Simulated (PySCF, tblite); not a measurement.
# C₇H₁₁S radical: geometry, infrared bands and EPR parameters

What infrared bands and EPR parameters should C₇H₁₁S radical (`[H]/[C]=C\C=C/CCSC`) show?

Programs: tblite 0.8.0 and PySCF 2.14.0, with density-fitted response routines of our own. Each step states its level of theory. These are calculated values for one molecule in the gas phase, unless marked as measured. Atoms are numbered from 0 throughout.

**1. The molecule as given**

19 atoms, charge 0, multiplicity 2; geometry from: force field or distance geometry start.

Bonds of the start (Å): C0–C1 1.31, C1–C2 1.46, C2–C3 1.34, C3–C4 1.50, C4–C5 1.54, C5–S6 1.82, S6–C7 1.81, C0–H8 1.06, C1–H9 1.08, C2–H10 1.08, C3–H11 1.10, C4–H12 1.10, C4–H13 1.09, C5–H14 1.09, C5–H15 1.10, C7–H16 1.09, C7–H17 1.10, C7–H18 1.10.

**2. Geometry optimisation with GFN2-xTB**

Job settings and geometry (Å):

```
{"job": {"kind": "relax", "xc": "GFN2-xTB", "basis": "xTB"}, "charge": 0, "multiplicity": 2}
C      3.310100     0.798800    -1.262700
C      2.221900     0.583100    -0.574700
C      2.204400    -0.452300     0.448600
C      1.150400    -0.763200     1.217100
C     -0.216500    -0.139900     1.270200
C     -1.273400    -1.076400     0.668400
S     -2.954400    -0.384400     0.783500
C     -2.847400     0.882900    -0.498500
H      4.187500     0.982900    -1.831700
H      1.340300     1.175500    -0.756000
H      3.113000    -1.021200     0.570600
H      1.292300    -1.586900     1.939300
H     -0.221900     0.825000     0.752400
H     -0.448600     0.079700     2.309100
H     -1.051900    -1.301700    -0.374500
H     -1.274300    -2.023800     1.231000
H     -2.157900     1.674200    -0.212500
H     -2.540700     0.429400    -1.451200
H     -3.842700     1.327600    -0.635400
```

The run is started by

```console
$ OMP_NUM_THREADS=1 python probes_run.py task.json out
```

One launch serves the whole session: the jobs run in the order shown.

**Question.** This job is followed by: GFN2-xTB harmonic vibrations, gas phase; UKS B3LYP, pcH-1 on C H S, non-relativistic, mean-field spin-orbit, GIAO. Predict these results of the whole session: strongest single infrared mode (GFN2-xTB); zero-point energy (GFN2-xTB); g(iso) (B3LYP); ⟨S²⟩; largest a(iso) (averaged by class); potential on the surface of density 0.002 e/bohr³, 1st and 99th percentile.

As calculated:

| quantity | value |
| --- | --- |
| strongest single infrared mode (GFN2-xTB) | 3066 cm⁻¹, 56 km/mol |
| zero-point energy (GFN2-xTB) | 96.3 kcal/mol |
| g(iso) (B3LYP) | 2.00223 |
| ⟨S²⟩ | 0.764 (exact 0.75) |
| largest a(iso) (averaged by class) | 13C on C0, 335.3 MHz |
| potential on the surface of density 0.002 e/bohr³, 1st and 99th percentile | -1.05 V and 1.10 V |

In words: The optimisation took 50 steps and gained 0.218 eV; among the close pairs (by a distance rule), C3–H11 changed most, from 1.105 to 1.083 Å. No mode is imaginary among the 51: a minimum at this level. Unscaled tight-binding wavenumbers are off by several per cent, some by more. Its intensities can rank the bands wrongly. C0 carries the largest spin population, 1.08 e. The isotropic g lies 0.1 ppt below the free-electron value. The conformer search (at its own cheap level) found a structure 32.7 kcal/mol lower, too far down for a turn about a bond: it may have other bonds, so these spectra needn't be the molecule's.
